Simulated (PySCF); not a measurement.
# RuO₂F: structure of the doublet

The task is one start of a wider search on RuO₂F: the doublet, from a trigonal pyramidal start. It is relaxed, tested by its Hessian and followed downhill if it is a saddle.

Method: PBE0, basis Ru def2-TZVP with ECP28, O def2-TZVP, F def2-TZVP, scalar-relativistic core potentials, no spin–orbit coupling, density fitting; program: PySCF 2.14.0.

## Step 1: Starting geometry

4 atoms, charge 0, spin multiplicity 2.

Bond lengths: Ru1–O2 1.710 Å, Ru1–O3 1.710 Å, Ru1–F4 1.890 Å. Angles: O2–Ru1–O3 99.8°, O2–Ru1–F4 99.8°, O3–Ru1–F4 99.8°.

```xyz
4
charge 0 multiplicity 2
Ru    0.0000    0.0000    0.0000
O    -0.7549    1.3076    0.8028
O    -0.7549   -1.3076    0.8028
F     1.6688    0.0000    0.8873
```

## Step 2: Finding the electronic state

The steps below are one call of a driver around PySCF. For each, scf.py gives the equivalent set-up of the SCF; relaxations use the driver's own optimiser. After this first run the driver tries any further starts and a stability analysis.

Input file scf.py:

```python
from pyscf import gto, scf, dft
mol = gto.M(atom='''
Ru     0.000000     0.000000     0.000000
O     -0.754900     1.307600     0.802800
O     -0.754900    -1.307600     0.802800
F      1.668800     0.000000     0.887300''',
    basis={'Ru': 'def2-TZVP', 'O': 'def2-TZVP', 'F': 'def2-TZVP'},
    ecp={'Ru': 'def2-TZVP'},
    charge=0, spin=1)
mf = dft.UKS(mol, xc='PBE0')
mf.grids.atom_grid = (50, 194)
aux = {'Ru': 'def2-universal-JKFIT', 'O': 'def2-universal-JKFIT', 'F': 'def2-universal-JKFIT'}
mf = mf.density_fit(auxbasis=aux)
mf.conv_tol = 1e-08
mf.diis_space = 10
mf.max_cycle = 60
mf.init_guess = 'minao'
mf.verbose = 4
mf.kernel()
```

On the command line:

```console
OMP_NUM_THREADS=4 python axn.py task.json out
```

After this run come: Relaxation: trigonal pyramidal start, doublet; Hessian and properties.

**Question.** What will these runs give? Wanted: minimum; geometry; wavenumbers; dipole moment; highest occupied, lowest empty level; polar-tensor charge of Ru1; zero-point energy; atomisation energy; ⟨S²⟩.

The runs gave:

| quantity | value |
| --- | --- |
| minimum | doublet, C2v |
| geometry | Ru–F 1.839 Å, Ru–O 1.644 Å (×2); F–Ru–O 117.2° (×2), O–Ru–O 125.5° |
| wavenumbers (cm⁻¹) | 141 (b1), 175 (b2), 312 (a1), 674 (a1), 988 (b2), 1068 (a1) |
| dipole moment | 0.40 D |
| highest occupied, lowest empty level (either spin) | -8.53, -4.87 eV |
| polar-tensor charge of Ru1 | +1.85 e |
| zero-point energy | 20.1 kJ/mol |
| entropy at 298.15 K | 306.2 J/(mol K) |
| atomisation energy (no zero-point energy) | 1332 kJ/mol |
| ⟨S²⟩ | 0.754 |

What this shows: From Cs at the start the molecule goes to a C2v minimum. The strongest infrared band lies at 988 cm⁻¹ (b2, stretch). Most of the spin sits on Ru1 (Mulliken spin 0.75, against 1 for the whole molecule). The first SCF alone would have been 28 kJ/mol too high. Only this shape and spin were tried, so other structures or states may lie lower. One determinant may miss the lowest occupation of an open d or f shell.
